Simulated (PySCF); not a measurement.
# [BiBr2]+: other functionals and bases at one geometry

The task here is to estimate one member of a computed series from the others.

Computed with PySCF 2.14.0. Level: several levels, as the steps say, no spin–orbit coupling.

1 further run of the same task is left out (for a known fault of the program).

## Starting geometry

3 atoms, charge 1, spin multiplicity 1.

Bond lengths: Bi1–Br2 2.522 Å, Bi1–Br3 2.522 Å. Angles: Br2–Bi1–Br3 100.9°.

Geometry (Å):

```
Bi    0.00000    0.00000   -0.81780
Br    1.94392    0.00000    0.78875
Br   -1.94392    0.00000    0.78875
```

Formal oxidation states: Bi +3. An earlier session relaxed this geometry at PBE0, Bi def2-SVP with ECP60, Br def2-SVP (singlet, point group C2v).

At PBE0 on the finer grid: E = -5361.513488 Eh, HOMO -13.65 eV, LUMO -9.90 eV, Mulliken charge on Bi1 +1.09 e, largest force component 0.012 eV/Å. 

Levels to run: PBE; B3LYP; PBE0, TZVP. Hardware: 2 threads of Arm Neoverse V1, shared host.

The first run:

Contents of run.py (the lines that set the calculation):

```python
mol = gto.M(atom='''
Bi     0.00000     0.00000    -0.81780
Br     1.94392     0.00000     0.78875
Br    -1.94392     0.00000     0.78875''',
    basis={'Bi': 'def2-SVP', 'Br': 'def2-SVP'},
    ecp={'Bi': 'def2-SVP'},
    charge=1, spin=0)
mf = dft.RKS(mol, xc='PBE')
mf.grids.atom_grid = (75, 302)
mf = mf.density_fit()  # fitting sets: Bi def2-universal-JKFIT, Br def2-universal-JKFIT
mf.conv_tol = 1e-08; mf.max_cycle = 55
mf.kernel(dm0)  # dm0: the density of the relaxed state
```

Run with:

```console
OMP_NUM_THREADS=2 python run.py
```

Among the steps run: PBE; B3LYP; PBE0, TZVP.

One of the session's tables, all rows but one given; the rest of the session is left out.

```
              level  HOMO (eV)  gap (eV)  charge on Bi1 (e)  dipole (D)  largest force component (eV/Å)
PBE0 (relaxed here)     -13.65      3.75               1.09        2.94                            0.01
                PBE     -12.41      2.01               0.99        2.47                            0.50
              B3LYP          ?         ?                  ?           ?                               ?
         PBE0, TZVP     -13.63      3.81               1.12        2.72                            0.54
```

Estimate the missing values for B3LYP.

As computed: HOMO (eV): -13.34; gap (eV): 3.31; charge on Bi1 (e): 1.05; dipole (D): 2.76; largest force component (eV/Å): 0.43. In the column «HOMO (eV)» it lies between PBE0, TZVP (-13.63) and PBE (-12.41).

The dipole of a charged species depends on the origin, so these sizes hold for this origin alone.

In one basis the HOMO–LUMO gap runs from 2.01 eV (PBE) to 3.75 eV (PBE0). The largest leftover force, 0.54 eV/Å with PBE0, TZVP, stands at a geometry relaxed at another level. Total energies of different levels can't be compared.
